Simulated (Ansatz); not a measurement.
# SnTe3 (Fm-3m) in Ansatz: a series of runs

One crystal, SnTe3, is run at these levels: r2SCAN; tasks: single point, equation of state.

All numbers are computed with Ansatz 0.2.0; they aren't measurements. Logs are shortened: lines on timing, memory, paths and dates and some standing lists are left out, and cuts for length are marked.

### 1 The structure

Symmetry: Fm-3m, No. 225, cubic system. Conventional cell: a = 7.722 Å, b = 7.722 Å, c = 7.722 Å, α = 90.00°, β = 90.00°, γ = 90.00°. Around Te (site symmetry m-3m) lie 8 Te at 3.34 Å. Te (site symmetry -43m) has 4 Te at 3.34 Å and 4 Sn at 3.34 Å as nearest neighbours. Sn (site symmetry m-3m) is surrounded by 8 Te at 3.34 Å.

The cell comes from a database or a generator and needn't be the stable form of this composition.

### 2 Single point, r2SCAN, 27.06 Å³/atom (volume scaled by 0.94)

input.yaml reads:

```yaml
crystal:
  lattice:
    - [0.0, 3.7823964951, 3.7823964951]
    - [3.7823964951, 0.0, 3.7823964951]
    - [3.7823964951, 3.7823964951, 0.0]
  atoms:
    - { symbol: Te, position: [0.5, 0.5, 0.5] }
    - { symbol: Te, position: [0.75, 0.75, 0.75] }
    - { symbol: Te, position: [0.25, 0.25, 0.25] }
    - { symbol: Sn, position: [0.0, 0.0, 0.0] }
hamiltonian:
  xc: r2scan
  pseudopotentials: { kind: paw }
kpoints:
  mp_grid: { grid: [6, 6, 6] }
scf:
  occupations: { method: fermi_dirac, width: 0.05 }
output:
  forces: true
  stress: true
  eigenvalues: true
  write_density: true
  write_potential: true
  elf: true
  volumetric_format: npy
```

Potentials or basis: Ansatz PAW.

Started as:

```bash
$ ansatz run input.yaml --threads 2 --pin off --max-ram 5632MiB --backend cpu --events-out ev --progress --plain --runs-dir out
```

The program printed:

```text
Warning: RAYON_NUM_THREADS=2 ignored (pool sized by the plan → 2); use --threads N
Engine: ansatz 0.2.0, aarch64-unknown-linux-gnu
Pseudopotentials: kind: paw
Pseudopotential: Te, paw, valence charge 16, recommended cutoff 500 eV (meta_gga), Te.paw.azcp
Pseudopotential: Sn, paw, valence charge 14, recommended cutoff 500 eV (meta_gga), Sn.paw.azcp
Functional definition: r2SCAN
  parameter k0 = 0.174
  parameter k1 = 0.065
  parameter a1 = 4.9479
  exchange = r2scan_x(k0 = k0, k1 = k1, a1 = a1)
  correlation = r2scan_c
Crystal: 4 atoms, lattice volume = 108.226 Å³
Basis set: ecut = 500 eV, 2733 PW (Γ), exchange–correlation on 160×160×160 points (64 copies of the dense FFT grid, shifted against one another)
Bands: 38, of which v1, the nominal top of the filled ones, is band 31 counted from 1 (30 counted from 0)
Symmetry: 48 space group operations
Space group: Fm-3m (ITA 225), of the structure as read, at distance tolerance 4.8e-5 Å
k-points: 16 of 216
Non-local potential: Te, projectors of the file, l = 0: 2, l = 1: 2, l = 2: 2, l = 3: 2
Non-local potential: Sn, projectors of the file, l = 0: 2, l = 1: 2, l = 2: 2, l = 3: 2
PAW form: soft (Blöchl's): semilocal exchange-correlation on the pseudo side does not see the compensation charge
PAW frozen core: Te, regenerated for the run's functional (the file was generated under x = pbe(κ = 0.804, μ = 0.2195149727645171), c = pbe(β = 0.06672455060314922))
PAW frozen core: Sn, regenerated for the run's functional (the file was generated under x = pbe(κ = 0.804, μ = 0.2195149727645171), c = pbe(β = 0.06672455060314922))
PAW one-centre angular grid: Te, 590 points (default); XC on 160 Gauss nodes
PAW one-centre angular grid: Sn, 590 points (default); XC on 249 of its mesh's 2787 points in the sphere
Initial density: superposition of atomic densities (neutral atoms: chi_scale 0, normalization atom), corrected by the library's trained network
Initial wavefunctions: pseudopotential atomic-orbital guess
Functional: x = r2scan, c = r2scan; τ floored in thin density (d = 2e-4 eV/Å³)
SCF iter   1: F=—  HF=-27021.929309 eV  |F-HF|=—  |Δ(HF+E_count)|=         —  Δρ=3.62e-3  dr2=1.76e-2  dr2_τ=1.32e-3  ethr=1.77e-3  ⟨swp⟩=8.9  Hψ=2834  notcnv=0  defer=7
preconditioner: auto → Kerker (q_TF=auto, 2.486 Å⁻¹)  [metal: Δε(μ)=0.033 eV  Ē_g=9.194 eV  σ=0.050 eV  W_gap=0.16  n_scr=26 (ndim 8)  ℏωp=16.7 eV  f_vac=0.000  D(μ)=5.08/eV (n_scr^D=58)]
SCF iter   2: F=—  HF=-27021.975019 eV  |F-HF|=—  |Δ(HF+E_count)|=   4.57e-2  Δρ=2.18e-3  dr2=6.04e-3  dr2_τ=5.51e-5  ethr=2.84e-5  ⟨swp⟩=2.1  Hψ=1088  notcnv=0  defer=17
SCF iter   3: F=—  HF=-27021.977052 eV  |F-HF|=—  |Δ(HF+E_count)|=   2.03e-3  Δρ=6.09e-4  dr2=3.62e-4  dr2_τ=1.28e-5  ethr=9.75e-6  ⟨swp⟩=2.0  Hψ=725  notcnv=0  defer=17
SCF iter   4: F=—  HF=-27021.977323 eV  |F-HF|=—  |Δ(HF+E_count)|=   2.71e-4  Δρ=1.85e-4  dr2=4.08e-5  dr2_τ=5.51e-7  ethr=5.84e-7  ⟨swp⟩=2.0  Hψ=855  notcnv=0  defer=17
SCF iter   5: F=—  HF=-27021.977341 eV  |F-HF|=—  |Δ(HF+E_count)|=   1.80e-5  Δρ=6.79e-5  dr2=6.11e-6  dr2_τ=5.96e-8  ethr=6.58e-8  ⟨swp⟩=2.0  Hψ=787  notcnv=0  defer=17
SCF iter   6: F=—  HF=-27021.977345 eV  |F-HF|=—  |Δ(HF+E_count)|=   4.71e-6  Δρ=2.07e-5  dr2=5.75e-7  dr2_τ=5.20e-9  ethr=9.85e-9  ⟨swp⟩=2.0  Hψ=775  notcnv=0  defer=17
SCF iter   7: F=-27021.977345 eV  HF=-27021.977345 eV  |F-HF|=1.22e-8  |Δ(HF+E_count)|=   2.13e-7  Δρ=4.86e-6  dr2=3.36e-8  dr2_τ=4.10e-10  ethr=1.61e-10  ⟨swp⟩=15.4  Hψ=4600  notcnv=0
SCF 1 converged in 7 iterations: F = -27021.977345 eV  dr2 = 3.36e-8
SCF converged after 7 iterations
Free energy (F): -27021.977345 eV
Harris-Foulkes:  -27021.977345 eV  (|F-HF|=1.22e-8)
Internal energy: -27021.936545 eV  (E = F + TS)
E sigma→0 (E₀):  -27021.956945 eV
Entropy (-TS):   -0.040800 eV (-10.200 meV/atom)
Fermi energy:    11.843918 eV
--- Per-component energies (eV) ---
  E_band       = -765.987790
  E_kinetic    = 728.230111
  E_local      = -3782.097679  (includes V_loc(G=0)·N_el)
  E_nonlocal   = -964.968461
  E_hartree    = 2599.563622
  E_xc         = -721.704698
  E_vxc        = -441.420971  (∫ρ·V_xc dr)
  E_paw        = -18214.876273  (= ΣΔE_a)
  E_vpaw       = -1531.918040  (= ΣTr[D̂ρ^β])
  E_aug_tail   = -0.000128  (compensation charges beyond the density's cutoff)
  E_vtau       = 27.064111  (kinetic-family band-sum trace: ∫τ·v_τ [+ j·A + Jᵃ·Aᵃ] dr)
  E_ewald      = -6667.672925
  E_core_change = 1.589886  (= ΣΔE_core)
  E_smearing   = -0.040800  (= −TS)
  E_closure    = 0.000000  (closes the sum)
  Σ components = -27021.977345   (vs F -27021.977345, Δ=0.00e0)
--- Forces (eV/Å), atoms counted from 1 ---
  atom   1  Te     0.00000000     0.00000000     0.00000000
  atom   2  Te     0.00000000     0.00000000     0.00000000
  atom   3  Te    -0.00000000     0.00000000    -0.00000000
  atom   4  Sn    -0.00000000     0.00000000    -0.00000000
  max |Σ_I F_I| component: 1.40e-19 eV/Å
--- Stress (GPa, compression-positive) ---
        3.561571       0.000000      -0.000000
       -0.000000       3.561571      -0.000000
       -0.000000       0.000000       3.561571
  P = ⅓ Tr σ = 3.5616 GPa (35.616 kbar)
--- Band table (eV; the first three rows and the last of 16) ---
  k-point 0: bands = ["-26.7677", "-26.7677", "-26.7643", "-26.7643", "-26.7643", "-26.2276", "-26.2276", "-26.2222", "-26.2222", "-26.2222", "-26.2168", "-26.2168", "-26.2168", "-26.2141", "-26.2141", "-10.6223", "-10.6223", "-10.6223", "-10.6172", "-10.6172", "-2.7217", "1.2243", "2.0544", "6.6085", "8.0628", "8.0628", "8.0628", "8.0824", "8.0824", "8.0824", "9.6817", "9.6817", "9.6817", "15.1648", "15.1648", "16.5177", "16.5177", "16.5177"]
  k-point 1: bands = ["-26.7677", "-26.7677", "-26.7643", "-26.7643", "-26.7642", "-26.2267", "-26.2267", "-26.2218", "-26.2218", "-26.2217", "-26.2175", "-26.2171", "-26.2171", "-26.2150", "-26.2150", "-10.6228", "-10.6220", "-10.6220", "-10.6172", "-10.6172", "-2.5225", "1.0302", "1.7782", "5.9181", "7.2951", "7.4648", "7.4648", "8.4737", "8.4737", "9.6693", "9.9635", "9.9635", "11.2286", "15.0957", "15.7881", "15.7881", "16.2851", "16.2851"]
  k-point 2: bands = ["-26.7676", "-26.7676", "-26.7644", "-26.7644", "-26.7640", "-26.2243", "-26.2243", "-26.2208", "-26.2208", "-26.2206", "-26.2188", "-26.2180", "-26.2180", "-26.2174", "-26.2174", "-10.6237", "-10.6214", "-10.6214", "-10.6172", "-10.6172", "-1.9544", "0.2967", "1.3940", "4.9587", "7.1329", "7.1329", "8.0477", "8.1542", "8.1542", "11.1398", "11.1398", "11.8191", "11.9205", "14.5371", "14.9286", "14.9286", "17.8322", "17.8322"]
  k-point 15: bands = ["-26.7675", "-26.7674", "-26.7646", "-26.7644", "-26.7639", "-26.2261", "-26.2237", "-26.2218", "-26.2206", "-26.2196", "-26.2188", "-26.2186", "-26.2181", "-26.2173", "-26.2158", "-10.6246", "-10.6214", "-10.6197", "-10.6183", "-10.6170", "-0.4509", "-0.3641", "0.1664", "3.3748", "6.3858", "6.7710", "8.4196", "9.0702", "11.2370", "11.6030", "12.0148", "12.0645", "13.2001", "14.3302", "14.9533", "14.9717", "18.5376", "19.0505"]
```

Run time: 5.7 s. Hardware: 2 threads of Arm Neoverse V2, shared host; peak memory 0.68 GiB.

What came out:

```yaml
Free_energy: -27021.9773 eV
Pressure: 3.6 GPa
Band_gap_on_the_k_mesh: none (metal or under the smearing width)
```

Caveat: the PAW data sets come from PBE, with cores solved anew for the run's functional, which leaves a small shift of forces and pressure.

### 3 Single point, r2SCAN, 27.63 Å³/atom (volume scaled by 0.96)

Changes to input.yaml since step 2:

```diff
@@ -2,5 +2,5 @@
   lattice:
-    - [0.0, 3.7823964951, 3.7823964951]
-    - [3.7823964951, 0.0, 3.7823964951]
-    - [3.7823964951, 3.7823964951, 0.0]
+    - [0.0, 3.8090339678, 3.8090339678]
+    - [3.8090339678, 0.0, 3.8090339678]
+    - [3.8090339678, 3.8090339678, 0.0]
   atoms:
@@ -21,5 +21 @@
   eigenvalues: true
-  write_density: true
-  write_potential: true
-  elf: true
-  volumetric_format: npy
```

Potentials or basis: Ansatz PAW.

Started as:

```bash
$ ansatz run input.yaml --threads 2 --pin off --max-ram 5632MiB --backend cpu --events-out ev --progress --plain --runs-dir out
```

Run time: 5 s. Hardware: 2 threads of Arm Neoverse V2, shared host; peak memory 0.68 GiB.

Results (log left out):

```yaml
Free_energy: -27022.0191 eV
Pressure: 2.3 GPa
Band_gap_on_the_k_mesh: none (metal or under the smearing width)
```

Caveat: the PAW data sets come from PBE, with cores solved anew for the run's functional, which leaves a small shift of forces and pressure.

### 4 Single point, r2SCAN, 28.21 Å³/atom (volume scaled by 0.98)

Changes to input.yaml since step 3:

```diff
@@ -2,5 +2,5 @@
   lattice:
-    - [0.0, 3.8090339678, 3.8090339678]
-    - [3.8090339678, 0.0, 3.8090339678]
-    - [3.8090339678, 3.8090339678, 0.0]
+    - [0.0, 3.8353039977, 3.8353039977]
+    - [3.8353039977, 0.0, 3.8353039977]
+    - [3.8353039977, 3.8353039977, 0.0]
   atoms:
```

Started as:

```bash
$ ansatz run input.yaml --threads 2 --pin off --max-ram 5632MiB --backend cpu --events-out ev --progress --plain --runs-dir out
```

Wall time 5.1 s (2 threads of Arm Neoverse V2, shared host); peak memory 0.68 GiB.

The run converged. Its results:

```yaml
Free_energy: -27022.0432 eV
Pressure: 1.1 GPa
Band_gap_on_the_k_mesh: none (metal or under the smearing width)
```

Caveat: the PAW data sets come from PBE, with cores solved anew for the run's functional, which leaves a small shift of forces and pressure.

### 5 Single point, r2SCAN, 28.78 Å³/atom

Changes to input.yaml since step 4:

```diff
@@ -2,5 +2,5 @@
   lattice:
-    - [0.0, 3.8353039977, 3.8353039977]
-    - [3.8353039977, 0.0, 3.8353039977]
-    - [3.8353039977, 3.8353039977, 0.0]
+    - [0.0, 3.861219, 3.861219]
+    - [3.861219, 0.0, 3.861219]
+    - [3.861219, 3.861219, 0.0]
   atoms:
```

Started as:

```bash
$ ansatz run input.yaml --threads 2 --pin off --max-ram 5632MiB --backend cpu --events-out ev --progress --plain --runs-dir out
```

Wall time 5.1 s (2 threads of Arm Neoverse V2, shared host); peak memory 0.68 GiB.

The run converged. Its results:

```yaml
Free_energy: -27022.0511 eV
Pressure: 0.0 GPa
Band_gap_on_the_k_mesh: none (metal or under the smearing width)
```

Caveat: the PAW data sets come from PBE, with cores solved anew for the run's functional, which leaves a small shift of forces and pressure.

### 6 Single point, r2SCAN, 29.36 Å³/atom (volume scaled by 1.02)

Changes to input.yaml since step 5:

```diff
@@ -2,5 +2,5 @@
   lattice:
-    - [0.0, 3.861219, 3.861219]
-    - [3.861219, 0.0, 3.861219]
-    - [3.861219, 3.861219, 0.0]
+    - [0.0, 3.886790732, 3.886790732]
+    - [3.886790732, 0.0, 3.886790732]
+    - [3.886790732, 3.886790732, 0.0]
   atoms:
```

Potentials or basis: Ansatz PAW.

Started as:

```bash
$ ansatz run input.yaml --threads 2 --pin off --max-ram 5632MiB --backend cpu --events-out ev --progress --plain --runs-dir out
```

It took 5.3 s on 2 threads of Arm Neoverse V2, shared host; peak memory 0.82 GiB.

It converged, with:

```yaml
Free_energy: -27022.0444 eV
Pressure: -0.9 GPa
Band_gap_on_the_k_mesh: none (metal or under the smearing width)
```

Caveat: the PAW data sets come from PBE, with cores solved anew for the run's functional, which leaves a small shift of forces and pressure.

### 7 Single point, r2SCAN, 29.93 Å³/atom (volume scaled by 1.04)

Changes to input.yaml since step 6:

```diff
@@ -2,5 +2,5 @@
   lattice:
-    - [0.0, 3.886790732, 3.886790732]
-    - [3.886790732, 0.0, 3.886790732]
-    - [3.886790732, 3.886790732, 0.0]
+    - [0.0, 3.9120303401, 3.9120303401]
+    - [3.9120303401, 0.0, 3.9120303401]
+    - [3.9120303401, 3.9120303401, 0.0]
   atoms:
```

Started as:

```bash
$ ansatz run input.yaml --threads 2 --pin off --max-ram 5632MiB --backend cpu --events-out ev --progress --plain --runs-dir out
```

Run time: 5.2 s. Hardware: 2 threads of Arm Neoverse V2, shared host; peak memory 0.82 GiB.

It converged, with:

```
Free energy            : -27022.0246 eV
Pressure               : -1.8 GPa
Band gap on the k mesh : none (metal or under the smearing width)
```

Caveat: the PAW data sets come from PBE, with cores solved anew for the run's functional, which leaves a small shift of forces and pressure.

### 8 Single point, r2SCAN, 30.51 Å³/atom (volume scaled by 1.06)

Changes to input.yaml since step 7:

```diff
@@ -2,5 +2,5 @@
   lattice:
-    - [0.0, 3.9120303401, 3.9120303401]
-    - [3.9120303401, 0.0, 3.9120303401]
-    - [3.9120303401, 3.9120303401, 0.0]
+    - [0.0, 3.9369484026, 3.9369484026]
+    - [3.9369484026, 0.0, 3.9369484026]
+    - [3.9369484026, 3.9369484026, 0.0]
   atoms:
```

Started as:

```bash
$ ansatz run input.yaml --threads 2 --pin off --max-ram 5632MiB --backend cpu --events-out ev --progress --plain --runs-dir out
```

Wall time 5.2 s (2 threads of Arm Neoverse V2, shared host); peak memory 0.82 GiB.

It converged, with:

```yaml
Free_energy: -27021.9929 eV
Pressure: -2.6 GPa
Band_gap_on_the_k_mesh: none (metal or under the smearing width)
```

Caveat: the PAW data sets come from PBE, with cores solved anew for the run's functional, which leaves a small shift of forces and pressure.

### 9 Equation of state, r2SCAN

Potentials or basis: Ansatz PAW.

No new run: the results of the series are fitted here.

What came out:

| Property | Result |
| --- | --- |
| Equilibrium volume | 28.80 Å³/atom |
| Bulk modulus | 50 GPa |
| Pressure derivative of the bulk modulus | 4.0 |

Energy against volume, from the lowest point:
| volume (Å³/atom) | energy (meV/atom) |
| --- | --- |
| 27.056 | 18.44 |
| 27.632 | 8.00 |
| 28.208 | 1.99 |
| 28.783 | 0.00 |
| 29.359 | 1.67 |
| 29.935 | 6.63 |
| 30.510 | 14.55 |

Caveat: the PAW data sets were made with another functional, which shifts forces and pressure a little. The run has no spin-orbit coupling, so splittings on Te are missing.
